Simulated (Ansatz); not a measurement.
**Pt (diamond type): how the settings move a single-point run**

Aim: see which settings change the result for Pt (diamond type), by how much, and at what cost.

Computed with Ansatz 0.2.0 (reference: DFT, LDA, PAW with Ansatz's default frozen-core files, scalar-relativistic, unless a step's input says otherwise).

## Step 1: The starting structure

Symmetry: Fd-3m, No. 227, cubic system. The conventional cell has a = 4.628 Å, b = 4.628 Å, c = 4.628 Å, α = 90.00°, β = 90.00°, γ = 90.00°. Around Pt (site symmetry -43m) lie 4 Pt at 2.00 Å.

Coordinates:

```cif
data_structure
_symmetry_space_group_name_H-M 'P 1'
_symmetry_Int_Tables_number 1
_cell_length_a 3.2726
_cell_length_b 3.2726
_cell_length_c 3.2726
_cell_angle_alpha 60.000
_cell_angle_beta 60.000
_cell_angle_gamma 60.000
_cell_volume 24.78
loop_
_atom_site_label
_atom_site_type_symbol
_atom_site_fract_x
_atom_site_fract_y
_atom_site_fract_z
_atom_site_occupancy
Pt1 Pt 0.87500 0.87500 0.87500 1
Pt2 Pt 0.12500 0.12500 0.12500 1
```

## Step 2: Reference

Input file input.yaml:

```yaml
crystal:
  lattice:
    - [0.0, 2.3140976832, 2.3140976832]
    - [2.3140976832, 0.0, 2.3140976832]
    - [2.3140976832, 2.3140976832, 0.0]
  atoms:
    - { symbol: Pt, position: [-0.125, -0.125, -0.125] }
    - { symbol: Pt, position: [0.125, 0.125, 0.125] }
kpoints:
  mp_grid: { grid: [12, 12, 12] }
  band_path:
    path:
      - [0.0, 0.0, 0.0]
      - [0.5, 0.0, 0.5]
      - [0.625, 0.25, 0.625]
      - [0.375, 0.375, 0.75]
      - [0.0, 0.0, 0.0]
      - [0.5, 0.5, 0.5]
      - [0.5, 0.25, 0.75]
      - [0.5, 0.0, 0.5]
    npoints: 8
scf:
  occupations: { method: fermi_dirac, width: 0.1 }
hamiltonian:
  xc: lda
  pseudopotentials: { kind: paw }
output:
  forces: true
  stress: true
  eigenvalues: true
  populations: true
  dos: { projected: true, de: 0.2, e_range: [-14, 8] }
```

Command:

```sh
> ansatz run input.yaml --threads 1 --pin off --max-ram 2048MiB --backend cpu --events-out ev --progress --plain --runs-dir out
```

## Step 3: Changing settings: chi_scale 0.1

Changes to input.yaml since step 2:

```diff
@@ -23,2 +23,3 @@
   occupations: { method: fermi_dirac, width: 0.1 }
+  initial_density: { chi_scale: 0.1 }
 hamiltonian:
@@ -31,2 +32,5 @@
   populations: true
-  dos: { projected: true, de: 0.2, e_range: [-14, 8] }
+  write_density: true
+  write_potential: true
+  elf: true
+  volumetric_format: npy
```

**Question.** What will these runs give? Wanted: for each run, ending; energy change; pressure; gap; force.

The runs gave:

| run | ending | energy change | pressure (GPa) | gap (eV) | force (eV/Å) | cycles | time |
| --- | --- | --- | --- | --- | --- | --- | --- |
| reference | converged | 0 | 386.2 | 0.00 | 0.00 | 6 | 3.4 s |
| 1: chi_scale 0.1 | converged | 0.0 meV/atom | 386.2 | 0.00 | 0.00 | 7 | 3.9 s |

Times don't compare one to one where runs were asked for different outputs or read a saved state (see the inputs); cycles may leave out searches for a lower state.

Residual by cycle in the longest SCF loop of each run; runs are numbered as in the table. The quantity is the density residual dr2, in eV.

| cycle | reference | run 1 |
| --- | --- | --- |
| 1 | 0.0504 | 0.841 |
| 2 | 0.0156 | 0.202 |
| 3 | 1.0e-4 | 0.00358 |
| 4 | 7.0e-6 | 2.7e-4 |
| 5 | 3.1e-7 | 1.8e-5 |
| 6 | 1.4e-8 | 3.0e-7 |
| 7 | - | 7.4e-9 |

**Reading.** The changed start doesn't alter the result here (within 0.5 meV/atom). The structure is not at rest: the sound run finds 386 GPa, so these are no properties of the relaxed crystal. 

At pressures up to 386 GPa the PAW spheres may overlap and frozen cores may not hold, so those PAW values are rough without an all-electron check.
